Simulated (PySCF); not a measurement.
**LiSb: bond curves at several levels of theory**

What are the lowest state that PBE0 finds, the bond length, vibrational wavenumber and bond energy of LiSb, and how much do these hang on the method?

Method: Li x2c-SVPall, Sb x2c-SVPall, spin-free X2C with a Gaussian nucleus; program: PySCF 2.14.0.

### Step 1. Input

Settings of the job:

```yaml
atoms: Li, Sb
charge: 0
basis: Li x2c-SVPall, Sb x2c-SVPall
Hamiltonian: spin-free X2C with a Gaussian nucleus
basis_functions: 45
electrons_treated: 54
masses_in_u: 7.0160, 120.9038
levels: PBE0, PBE, r²SCAN, PBEsol, B3LYP, r²SCAN0, CAM-B3LYP, HF, MP2, SCS-MP2, CCSD, CCSD(T)
grid: 80 radial by 434 angular points
occupations: held fixed by the projection of orbital angular momentum
dissociation_limit: Li + Sb, each in its ground configuration
starting_distance_in_angstrom: 2.650
values_of_2S_to_try: 0, 2, 4
```

Started as:

```sh
> OMP_NUM_THREADS=1 python dia.py task.json out
```

The runs that follow: First curve: PBE0; Other states along the same grid; PBE; r²SCAN (meta-GGA); PBEsol; B3LYP; r²SCAN0 (hybrid meta-GGA); CAM-B3LYP; UHF (mean field); Adding correlation.

Before running it: what results should come out? Wanted: for each run, Re; ωe; De; μ.

As calculated:

Lowest PBE0 solution found, without spin–orbit coupling: ³Σ⁻ (triplet), unpaired electrons π ↑↑. State 2 has its PBE0 minimum 0.30 eV higher, as a spin-mixed determinant (⟨S²⟩ = 1.01), so this is no gap between pure states. State 3 has its PBE0 minimum 0.85 eV higher. State 4 has its PBE0 minimum 1.20 eV higher. The other levels ran on the lowest alone.

```
      level  Re (Å)  ωe (cm⁻¹)  De (eV)  μ (D)
        UHF   2.660        392     0.60  -7.03
    UHF-MP2   2.657        390     1.06    n/a
UHF-SCS-MP2   2.663        384     1.05    n/a
   UHF-CCSD   2.665        379     1.09    n/a
UHF-CCSD(T)   2.668        377     1.12    n/a
        PBE   2.626        387     1.61  -5.72
     PBEsol   2.618        390     1.70  -5.89
     r²SCAN   2.631        394     1.61  -6.46
      B3LYP   2.612        398     1.66  -5.94
       PBE0   2.614        400     1.55  -6.30
    r²SCAN0   2.619        404     1.59  -6.68
  CAM-B3LYP   2.587        414     1.66  -6.31
```

De is counted to Li + Sb in their ground configurations. A positive dipole means Li(−)Sb(+).

Differences from CCSD(T) in the same basis:

```
      level  Re (mÅ)  ωe (%)
        UHF       -9    +3.9
    UHF-MP2      -11    +3.4
UHF-SCS-MP2       -5    +1.8
   UHF-CCSD       -3    +0.6
        PBE      -43    +2.6
     PBEsol      -51    +3.4
     r²SCAN      -37    +4.5
      B3LYP      -56    +5.4
       PBE0      -54    +6.1
    r²SCAN0      -49    +7.0
  CAM-B3LYP      -81    +9.9
```

In words: Judged by CCSD(T) in the same basis: best bond length UHF-CCSD (-3 mÅ), worst CAM-B3LYP (-81 mÅ); best wavenumber UHF-CCSD (+0.6 %), worst CAM-B3LYP (+9.9 %). Hartree–Fock falls on the short and stiff side, its usual fault. CCSD(T) in a basis this small is itself some way from its limit, more so than the functionals. Of the levels with a De here, UHF gives the least (0.60 eV) and PBEsol the most (1.70 eV).

Correlated steps freeze 18 core orbitals. Spin–orbit coupling is left out, which matters for elements this heavy, above all for dissociation energies. With spin–orbit coupling the term label itself may not hold.
